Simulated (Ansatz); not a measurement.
# NbAl2F3: the cost of one run

Computed with Ansatz 0.2.0 (DFT PBE, scalar-relativistic, plane waves, PAW, unless a step's input says otherwise).

1 further run of the same task is left out (set aside as unsound or not needed). Runs told in other sessions of the task aren't counted.

## (1) Starting point

The structure is hexagonal, space group P-6m2 (No. 187). The conventional cell has a = 3.647 Å, b = 3.647 Å, c = 6.816 Å, α = 90.00°, β = 90.00°, γ = 120.00°. Around Al (site symmetry 3m) lie 9 F at 2.65 to 2.77 Å and 3 Nb at 2.65 Å. Nb (site symmetry -6m2) has 3 F at 2.11 Å in its first shell of neighbours. F (site symmetry -6m2) is surrounded by 3 F at 2.11 Å and 6 Al at 2.77 Å. Around F (site symmetry -6m2) lie 3 Nb at 2.11 Å and 6 Al at 2.65 Å.

Structure file:

```cif
data_structure
_symmetry_space_group_name_H-M 'P 1'
_symmetry_Int_Tables_number 1
_cell_length_a 3.6469
_cell_length_b 3.6469
_cell_length_c 6.8163
_cell_angle_alpha 90.000
_cell_angle_beta 90.000
_cell_angle_gamma 120.000
_cell_volume 78.51
loop_
_atom_site_label
_atom_site_type_symbol
_atom_site_fract_x
_atom_site_fract_y
_atom_site_fract_z
_atom_site_occupancy
Al1 Al 0.66667 0.33333 0.23545 1
Al2 Al 0.66667 0.33333 0.76455 1
Nb1 Nb 0.00000 0.00000 0.00000 1
F1 F 0.00000 0.00000 0.50000 1
F2 F 0.33333 0.66667 0.00000 1
F3 F 0.33333 0.66667 0.50000 1
```

The cell is invented: species swapped into a database cell of Ce2NiGe3 (P-6m2, No. 187), with Al on the Ce sites, Nb on the Ni sites and F on the Ge sites. The dimensions are guesses.

## (2) A first look at the guess

input.yaml reads:

```yaml
crystal:
  lattice:
    - [3.64686999, 0.0, 0.0]
    - [-1.823435, 3.15828206, 0.0]
    - [0.0, 0.0, 6.81626219]
  atoms:
    - { symbol: Al, position: [0.66666667, 0.33333333, 0.23545399] }
    - { symbol: Al, position: [0.66666667, 0.33333333, 0.76454601] }
    - { symbol: Nb, position: [0.0, 0.0, 0.0] }
    - { symbol: F, position: [0.0, 0.0, 0.5] }
    - { symbol: F, position: [0.33333333, 0.66666667, 0.0] }
    - { symbol: F, position: [0.33333333, 0.66666667, 0.5] }
basis:
  ecutwfc: 420
kpoints:
  mp_grid: { grid: [6, 6, 4] }
hamiltonian:
  xc: pbe
scf:
  occupations: { method: gaussian, width: 0.1 }
  lower_state_search: "off"
output:
  forces: true
  stress: true
  eigenvalues: true
```

On the command line:

```
ansatz run input.yaml --threads 1 --pin off --max-ram 2560MiB --backend cpu --events-out ev --progress --plain --runs-dir out
```

Q: Estimate wall time and peak memory on 1 thread of Arm Neoverse V1, shared host.

About 4.6 s, with a peak of 0.31 GiB.
